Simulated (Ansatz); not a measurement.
# C₂H₁₄N₂O₂Si₃: how energies converge with the basis set

One table from this session's results is given with a row withheld; the runs are named, their logs left out.

Method: one geometry, several basis sets; program: Ansatz 0.2.0, Gaussian basis.

Levels to be run: PBE0-D4/def2-SVP; ωB97M-V/def2-SVP; PBE0-D4/def2-QZVPP; ωB97M-V/def2-QZVPP; the functionals' def2-TZVPP values are taken from earlier runs.

## The geometry

An earlier PBE0-D4 in a triple-zeta def2 set relaxation fixed the geometry.

SMILES `CN(C)[Si](N)(O[SiH3])O[SiH3]`, 23 atoms, charge 0, spin multiplicity 1.

Atoms are counted from 1 here; the program's logs count them from 0.

Bond lengths: C1–N2 1.442 Å, C1–H10 1.100 Å, C1–H11 1.089 Å, C1–H12 1.098 Å, N2–C3 1.444 Å, N2–Si4 1.698 Å, C3–H13 1.099 Å, C3–H14 1.098 Å, C3–H15 1.091 Å, Si4–N5 1.696 Å, Si4–O6 1.635 Å, Si4–O8 1.641 Å, N5–H16 1.005 Å, N5–H17 1.005 Å, O6–Si7 1.633 Å, Si7–H18 1.487 Å, Si7–H19 1.487 Å, Si7–H20 1.484 Å and more. Angles: N2–C1–H10 111.9°, N2–C1–H11 110.5°, N2–C1–H12 110.6°, H10–C1–H11 108.4°, H10–C1–H12 107.3°, H11–C1–H12 108.0°, C1–N2–C3 113.4°, C1–N2–Si4 124.4°, C3–N2–Si4 120.9°, N2–C3–H13 111.9°, N2–C3–H14 110.7°, N2–C3–H15 110.4°, H13–C3–H14 107.5°, H13–C3–H15 108.3°, H14–C3–H15 107.9°, N2–Si4–N5 110.2°, N2–Si4–O6 105.1°, N2–Si4–O8 115.5° and more.

Coordinates:

```xyz
23
charge 0, multiplicity 1
C     1.7258   -0.7741   -1.2681
N     0.7329   -1.1482   -0.2911
C     1.1663   -2.2081    0.5889
Si   -0.6617   -0.2431    0.0537
N    -1.9308   -1.2738    0.5038
O    -0.9198    0.6680   -1.2796
Si   -1.7789    1.9656   -1.7746
O    -0.5402    0.7861    1.3260
Si    0.5870    1.6985    2.0765
H     2.6470   -0.4040   -0.7954
H     1.3408    0.0043   -1.9256
H     2.0006   -1.6368   -1.8887
H     2.0535   -1.9205    1.1706
H     1.4254   -3.1077    0.0154
H     0.3702   -2.4724    1.2863
H    -2.6156   -0.9802    1.1788
H    -2.2756   -1.9928   -0.1080
H    -3.2378    1.7188   -1.6226
H    -1.4124    3.1720   -0.9867
H    -1.4696    2.2025   -3.2067
H     1.8592    0.9414    2.2273
H     0.8605    2.9374    1.3009
H     0.0732    2.0672    3.4190
```

Set-up of the first run:

in.yaml

```yaml
crystal:
  periodic: [false, false, false]
  atoms:
    - {symbol: C, position_ang: [1.725793, -0.774072, -1.268118]}
    - {symbol: N, position_ang: [0.732909, -1.148243, -0.291054]}
    - {symbol: C, position_ang: [1.166295, -2.208129, 0.588854]}
    - {symbol: Si, position_ang: [-0.661691, -0.243124, 0.053695]}
    - {symbol: N, position_ang: [-1.930813, -1.273751, 0.503840]}
    - {symbol: O, position_ang: [-0.919835, 0.668028, -1.279642]}
    - {symbol: Si, position_ang: [-1.778925, 1.965592, -1.774636]}
    - {symbol: O, position_ang: [-0.540194, 0.786114, 1.326033]}
    - {symbol: Si, position_ang: [0.587007, 1.698498, 2.076540]}
    - {symbol: H, position_ang: [2.646987, -0.404043, -0.795363]}
    - {symbol: H, position_ang: [1.340818, 0.004311, -1.925552]}
    - {symbol: H, position_ang: [2.000646, -1.636795, -1.888744]}
    - {symbol: H, position_ang: [2.053508, -1.920494, 1.170554]}
    - {symbol: H, position_ang: [1.425443, -3.107747, 0.015416]}
    - {symbol: H, position_ang: [0.370161, -2.472404, 1.286261]}
    - {symbol: H, position_ang: [-2.615641, -0.980245, 1.178802]}
    - {symbol: H, position_ang: [-2.275604, -1.992793, -0.108045]}
    - {symbol: H, position_ang: [-3.237843, 1.718828, -1.622616]}
    - {symbol: H, position_ang: [-1.412363, 3.171968, -0.986701]}
    - {symbol: H, position_ang: [-1.469576, 2.202527, -3.206672]}
    - {symbol: H, position_ang: [1.859229, 0.941364, 2.227308]}
    - {symbol: H, position_ang: [0.860465, 2.937436, 1.300864]}
    - {symbol: H, position_ang: [0.073233, 2.067164, 3.418986]}
basis:
  gaussian: {orbitals: def2-SVP}
hamiltonian: {xc: pbe0, dispersion: d4}
output: {orbitals: {seedname: orbitals}}
```

Steps of the session up to this table: PBE0-D4 in def2-SVP; ωB97M-V in def2-SVP; PBE0-D4 in def2-QZVPP; ωB97M-V in def2-QZVPP.

One table of the session follows, with a row left open; its other results are not shown here.

It belongs to the step «Density functionals: the series». 

```
functional       basis  HOMO (eV)  LUMO (eV)
   PBE0-D4    def2-SVP      -6.31       0.60
   PBE0-D4  def2-TZVPP          ?          ?
   PBE0-D4  def2-QZVPP      -6.49      -0.10
   ωB97M-V    def2-SVP      -8.64       2.38
   ωB97M-V  def2-TZVPP      -8.80       1.63
   ωB97M-V  def2-QZVPP      -8.82       1.23
```

**Question.** Estimate the row for PBE0-D4, def2-TZVPP.

As computed: HOMO (eV): -6.46; LUMO (eV): 0.08. In the column «HOMO (eV)» it lies between PBE0-D4, def2-QZVPP (-6.49) and PBE0-D4, def2-SVP (-6.31).
